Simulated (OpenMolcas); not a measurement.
# Cr⁴⁺ with 6 ligands (water): CASSCF and CASPT2 levels and susceptibility

Which state of Cr⁴⁺ lies lowest among these ligands, how large is the field, and what χT follows?

The numbers are computed with OpenMolcas 26.06 (state-averaged CASSCF and CASPT2, spin-orbit coupling by RASSI with atomic mean-field integrals), except any that are marked as measured or tabulated.

### 1 What is computed

```
Species                           : Cr⁴⁺ (chromium, Z = 24, 20 electrons)
Basis                             : ANO-RCC-VTZP [6s5p3d2f1g], 203 functions with the ligands
Scalar Hamiltonian                : DKH2, point nucleus
Inactive shells                   : 1s 2s 2p 3s 3p of the metal, and all ligand shells
Active space                      : 2 electrons in 5 orbitals (3d)
Some configurations of this space : 3d²
Orbitals                          : optimised for each spin and parity, averaged over all roots
```

The outer shells:

3d2
```
3d [↑ ][↑ ][  ][  ][  ]
```

Cr⁴⁺ is taken with 6 ligands (water) in octahedron coordination (Th) at 1.91 Å. Ligand basis ANO-RCC-VDZP. The distances are assumed, not relaxed.

```xyz
19

Cr    0.0000    0.0000    0.0000
O     1.9100    0.0000    0.0000
H     2.4870    0.7797    0.0000
H     2.4870   -0.7797    0.0000
O     0.0000    1.9100    0.0000
H     0.0000    2.4870    0.7797
H     0.0000    2.4870   -0.7797
O    -1.9100    0.0000    0.0000
H    -2.4870    0.7797    0.0000
H    -2.4870   -0.7797    0.0000
O     0.0000   -1.9100    0.0000
H     0.0000   -2.4870    0.7797
H     0.0000   -2.4870   -0.7797
O     0.0000    0.0000    1.9100
H     0.7797    0.0000    2.4870
H    -0.7797    0.0000    2.4870
O     0.0000    0.0000   -1.9100
H     0.7797    0.0000   -2.4870
H    -0.7797    0.0000   -2.4870
```

The work runs as a chain of OpenMolcas steps in one folder; each step below is one input file. Labels, J, g values, rates, χT and fits are worked out afterwards by a script from the matrices that RASSI stores.

### 2 Basis and integrals

Contents of a.inp:

```
&GATEWAY
Coord
19

Cr 0.0 0.0 0.0
O 1.910000 0.000000 0.000000
H 2.486978 0.779741 0.000000
H 2.486978 -0.779741 0.000000
O 0.000000 1.910000 0.000000
H 0.000000 2.486978 0.779741
H 0.000000 2.486978 -0.779741
O -1.910000 0.000000 0.000000
H -2.486978 0.779741 0.000000
H -2.486978 -0.779741 0.000000
O 0.000000 -1.910000 0.000000
H 0.000000 -2.486978 0.779741
H 0.000000 -2.486978 -0.779741
O 0.000000 0.000000 1.910000
H 0.779741 0.000000 2.486978
H -0.779741 0.000000 2.486978
O 0.000000 0.000000 -1.910000
H 0.779741 0.000000 -2.486978
H -0.779741 0.000000 -2.486978
Basis=Cr.ANO-RCC-VTZP,H.ANO-RCC-VDZP,O.ANO-RCC-VDZP
Group=XYZ
NoMove
AngMom=0.0 0.0 0.0
AMFI
RICD
&SEWARD
```

The run is started by

```
$ OMP_NUM_THREADS=1 MOLCAS_MEM=2457 MOLCAS_PROJECT=a pymolcas a.inp > a.log
```

### 3 CASSCF: triplets of even parity, 10 roots

Contents of a.inp:

```
&RASSCF
FileOrb=start.orb
Symmetry=1
Spin=3
nActEl=2 0 0
Inactive=18 21
Ras2=5 0
CIRoot=10 10 1
SDav=10
CIMx=300
Iter=150 100
PrWF=0.3
OrbListing=Nothing
MaxOrb=0
LevShft=1.0
>>> COPY $Project.JobIph JOB001
```

start.orb holds start orbitals that the driver prepared beforehand, or those of the step before.

### 4 CASSCF: singlets of even parity, 15 roots

Contents of a.inp:

```
&RASSCF
FileOrb=start.orb
Symmetry=1
Spin=1
nActEl=2 0 0
Inactive=18 21
Ras2=5 0
CIRoot=15 15 1
SDav=15
CIMx=300
Iter=150 100
PrWF=0.3
OrbListing=Nothing
MaxOrb=0
LevShft=1.0
>>> COPY $Project.JobIph JOB002
```

### 5 RASSI: spin-orbit coupling between the states

Contents of a.inp:

```
&RASSI
NrOfJobIphs=2 10 15
1 2 3 4 5 6 7 8 9 10
1 2 3 4 5 6 7 8 9 10 11 12 13 14 15
IphNames
JOB001
JOB002
EJob
SpinOrbit
DIPRint=1.0
SOCoupling=1000.0
Subsets=2
Property=9
'ANGMOM' 1 'ANGMOM' 2 'ANGMOM' 3 'MLTPL  1' 1 'MLTPL  1' 2 'MLTPL  1' 3
'AMFI' 1 'AMFI' 2 'AMFI' 3
SOProperty=3
'ANGMOM' 1 'ANGMOM' 2 'ANGMOM' 3
```

### 6 CASPT2: IPEA 0.25, imaginary shift 0.1 (closed shells correlated: 3s 3p of the metal, with ligand shells; the Frozen line counts the rest)

Contents of a.inp:

```
>>> COPY JOB001 $Project.JobIph
&CASPT2
Multistate=10 1 2 3 4 5 6 7 8 9 10
NoMult
Frozen=5 6
IPEA=0.25
Imaginary=0.1
MaxIter=60
WThr=0.0 0.3 0.05
PrWF=0.5
NoMix
>>> COPY JOB002 $Project.JobIph
&CASPT2
Multistate=15 1 2 3 4 5 6 7 8 9 10 11 12 13 14 15
NoMult
Frozen=5 6
IPEA=0.25
Imaginary=0.1
MaxIter=60
WThr=0.0 0.3 0.05
PrWF=0.5
NoMix
```

### 7 CASPT2: IPEA 0.25, imaginary shift 0.1 (closed shells correlated: none of the metal, with ligand shells; the Frozen line counts the rest)

Changes to a.inp since step 6:

```diff
@@ -4,3 +4,3 @@
 NoMult
-Frozen=5 6
+Frozen=6 9
 IPEA=0.25
@@ -15,3 +15,3 @@
 NoMult
-Frozen=5 6
+Frozen=6 9
 IPEA=0.25
```

(Steps that only read results are left out.)

Q: Predict the outcome of this session. Wanted: spin-free ground state; first state of the same spin within the active space; lowest level; next level.

The runs gave:

| quantity | value |
| --- | --- |
| method | SS-CASPT2, IPEA 0.25, imaginary shift 0.1 (closed shells correlated: 3s 3p of the metal, with ligand shells; the Frozen line counts the rest) |
| spin-free ground state | 3T1, 3-fold in its orbital part |
| first state of the same spin within the active space | 3T2 at 22600 cm⁻¹ |
| lowest level | 2-fold E, g = 0.00, 0.00, 0.00 |
| next level | 6.7 cm⁻¹ |
| χT at 300 K | 0.74 cm³ K/mol |
| effective moment at 300 K | 2.43 μB |

Cost by method:

```csv
method,time of its own steps,time with the reference
A. CASSCF,41 s,41 s
"B. SS-CASPT2, IPEA 0.25, imaginary shift 0.1, +3s 3p",3.8 min,4.5 min
"C. SS-CASPT2, IPEA 0.25, imaginary shift 0.1, +none",3.3 min,3.9 min
```

Times are of one thread on a shared host.

What this shows: The spin-free ground state (3T1) is 3-fold and keeps the highest spin of the shell. χT at 300 K is 0.74, against 1.00 cm³ K/mol for the spin alone, so spin-orbit coupling lowers it. A ligand-field fit to the states below 45000 cm-1 gives 10Dq = 23214 cm-1, B = 790 cm-1 and C = 2268 cm-1 (C/B = 2.87), with a deviation of 455 cm-1. CASPT2 does not keep the components of a term degenerate, and the means are used. The bonds are covalent and no ligand orbital is active, so the numbers are rough.
